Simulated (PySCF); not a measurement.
# H2O3Si2: relaxation and vibrations and intensities, part 2 of 2

The task, for H2O3Si2: 2 runs in a chain (relaxation and vibrations and intensities).

PySCF 2.14.0; relaxation, pbe0, def2-tzvp, and further levels as typed in the inputs.

### Step 3. Vibrations and intensities: vibrations and intensities, pbe0, def2-tzvp

It takes the final geometry of step 2.

Input file run.py:

```python
from pyscf import gto, dft
from pyscf.hessian import thermo
import numpy as np
mol = gto.M(atom="mol.xyz", basis="def2-tzvp", charge=1, spin=1, verbose=4)
mf = dft.UKS(mol, xc="pbe0").density_fit().run(conv_tol=1e-9)
for i in range(6):  # look for a lower solution of the same spin
    mo, _, ok, _ = mf.stability(return_status=True)
    if ok: break
    mf.kernel(mf.make_rdm1(mo, mf.mo_occ))
print(f"converged SCF energy = {mf.e_tot:.10f}, stable: {ok}")
mol.verbose = 0; x = mol.atom_coords(); n = x.size; h = np.zeros((n, n + 3))
def point(d):  # for finite differences of the forces
    m = mol.set_geom_(x + d.reshape(-1, 3), unit="Bohr", inplace=False); s = dft.UKS(m, xc="pbe0").density_fit()
    s.grids.level = 4
    s.run(mf.make_rdm1(), conv_tol=1e-10); g = s.nuc_grad_method(); g.grid_response = True
    return np.append(g.kernel(), s.dip_moment(unit="AU", verbose=0))
for k in range(n): d = np.zeros(n); d[k] = 0.01; h[k] = (point(d) - point(-d)) / 0.02
H = (h[:, :n] + h[:, :n].T) / 2
f = thermo.harmonic_analysis(mol, H.reshape(mol.natm, 3, mol.natm, 3).transpose(0, 2, 1, 3))
print("harmonic vibrations: frequency (1/cm), infrared intensity (km/mol)")
for w, q in zip(f["freq_wavenumber"], f["norm_mode"]): t = q.ravel() @ h[:, n:]; print(f"  {w.real - w.imag:9.2f} {974.88 * t @ t:9.2f}")
```

Run with:

```bash
$ python run.py
```

Log:

```text
[INPUT] num. atoms = 7
[INPUT] num. electrons = 53
[INPUT] charge = 1
[INPUT] spin (= nelec alpha-beta = 2S) = 1
[INPUT] symmetry False subgroup None
[INPUT] Mole.unit = angstrom
[INPUT] Symbol           X                Y                Z      unit          X                Y                Z       unit  Magmom
[INPUT]  1 H      0.038426300000  -2.436256570000   0.701561660000 AA    0.072615182980  -4.603857686472   1.325759396895 Bohr   0.0
[INPUT]  2 O      0.616607360000  -2.368492000000  -0.068817660000 AA    1.165219036791  -4.475801208223  -0.130046529933 Bohr   0.0
[INPUT]  3 Si     1.097007040000  -1.091654640000  -0.864367150000 AA    2.073042862320  -2.062928292211  -1.633417184571 Bohr   0.0
[INPUT]  4 O      0.503898090000   0.338480840000  -0.267436690000 AA    0.952229384791   0.639636086013  -0.505382099760 Bohr   0.0
[INPUT]  5 Si     1.215144470000   1.381246710000  -1.325142960000 AA    2.296290250080   2.610177992357  -2.504157270295 Bohr   0.0
[INPUT]  6 O      0.794074990000   2.859044740000  -0.920403320000 AA    1.500584253467   5.402811536478  -1.739310198940 Bohr   0.0
[INPUT]  7 H      1.061985750000   3.672633570000  -1.363598700000 AA    2.006862215691   6.940271603184  -2.576828086813 Bohr   0.0

nuclear repulsion = 271.810768900946
number of shells = 67
number of NR pGTOs = 280
number of NR cGTOs = 179
basis = def2-tzvp
ecp = {}

******** <class 'pyscf.df.df_jk.DFUKS'> ********
method = DFUKS
initial guess = minao
damping factor = 0
level_shift factor = 0
DIIS = <class 'pyscf.scf.diis.CDIIS'>
diis_start_cycle = 1
diis_space = 8
diis_damp = 0
SCF conv_tol = 1e-09
SCF conv_tol_grad = None
SCF max_cycles = 50
direct_scf = False
number electrons alpha = 27  beta = 26
XC library pyscf.dft.libxc version 7.0.0
    S. Lehtola, C. Steigemann, M. J.T. Oliveira, and M. A.L. Marques.,  SoftwareX 7, 1–5 (2018)
XC functionals = pbe0
    C. Adamo and V. Barone.,  J. Chem. Phys. 110, 6158 (1999)
    M. Ernzerhof and G. E. Scuseria.,  J. Chem. Phys. 110, 5029 (1999)
radial grids:
    Treutler-Ahlrichs [JCP 102, 346 (1995); DOI:10.1063/1.469408] (M4) radial grids

becke partition: Becke, JCP 88, 2547 (1988); DOI:10.1063/1.454033
pruning grids: <function nwchem_prune at 0xfd8f7e2dc180>
grids dens level: 3
symmetrized grids: False
atomic radii adjust function: <function treutler_atomic_radii_adjust at 0xfd8f7e2dc860>
small_rho_cutoff = 0
Set gradient conv threshold to 3.16228e-05
tot grids = 100224
******** <class 'pyscf.df.df.DF'> ********
auxbasis = def2-tzvp-jkfit
init E= -806.224944494065
[... the frontier-level lines of each cycle are left out ...]


cycle= 1 E= -805.039488137447  delta_E= 1.19  |g|= 0.858  |ddm|= 1.76
cycle= 2 E= -804.133862303364  delta_E= 0.906  |g|= 1.72  |ddm|= 1.37
cycle= 3 E= -805.302144657233  delta_E= -1.17  |g|= 0.127  |ddm|= 0.967
cycle= 4 E= -805.305652037874  delta_E= -0.00351  |g|= 0.108  |ddm|= 0.169
cycle= 5 E= -805.309951423963  delta_E= -0.0043  |g|= 0.015  |ddm|= 0.069
cycle= 6 E= -805.310067129839  delta_E= -0.000116  |g|= 0.00471  |ddm|= 0.017
cycle= 7 E= -805.310082470848  delta_E= -1.53e-05  |g|= 0.003  |ddm|= 0.00869
cycle= 8 E= -805.310088704422  delta_E= -6.23e-06  |g|= 0.00164  |ddm|= 0.0045
cycle= 9 E= -805.310090126518  delta_E= -1.42e-06  |g|= 0.00063  |ddm|= 0.00185
cycle= 10 E= -805.3100904708  delta_E= -3.44e-07  |g|= 0.000162  |ddm|= 0.00108
cycle= 11 E= -805.310090506916  delta_E= -3.61e-08  |g|= 8.08e-05  |ddm|= 0.000449
cycle= 12 E= -805.310090511647  delta_E= -4.73e-09  |g|= 4.5e-05  |ddm|= 0.000127
cycle= 13 E= -805.31009051449  delta_E= -2.84e-09  |g|= 1.29e-05  |ddm|= 0.000151
cycle= 14 E= -805.3100905149  delta_E= -4.1e-10  |g|= 7.31e-06  |ddm|= 5.85e-05
Extra cycle  E= -805.310090514959  delta_E= -5.87e-11  |g|= 6.99e-06  |ddm|= 2.33e-05
converged SCF energy = -805.310090514959  <S^2> = 0.76529728  2S+1 = 2.0152392
uhf_internal: lowest eigs of H = [0.13787021 0.17979999 0.20043522]
<class 'pyscf.df.df_jk.DFUKS'> wavefunction is stable in the internal stability analysis
converged SCF energy = -805.3100905150, stable: True
harmonic vibrations: frequency (1/cm), infrared intensity (km/mol)
      31.26      0.01
      58.40      6.95
     146.19     11.96
     204.55     64.85
     270.43     10.14
     400.09    171.07
     442.42    132.94
     583.17    136.94
     668.24    248.36
     768.83     10.85
     865.84    165.95
    1027.48    199.11
    1065.77    116.67
    3822.75    361.90
    3852.36    485.15
```

It took 36 min on 3 threads of Arm Neoverse N1, shared host.

Harmonic frequencies from the force constants, with isotope-averaged masses (PySCF's default) and rigid motions projected out (i: imaginary):

```tsv
mode	cm⁻¹	IR (km/mol)
1	31	0.0
2	58	7.0
3	146	12.0
4	205	64.8
5	270	10.1
6	400	171.1
7	442	132.9
8	583	136.9
9	668	248.4
10	769	10.8
11	866	165.9
12	1027	199.1
13	1066	116.7
14	3823	361.9
15	3852	485.1
```

### Step 4. Summary of results

The summary covers parts 1 to 2.

| quantity | value |
| --- | --- |
| harmonic frequencies (step 3) | 31 to 3852 cm⁻¹ |
| zero-point energy (step 3) | 0.881 eV |

**Reading.** In step 3 all modes are real: a minimum.
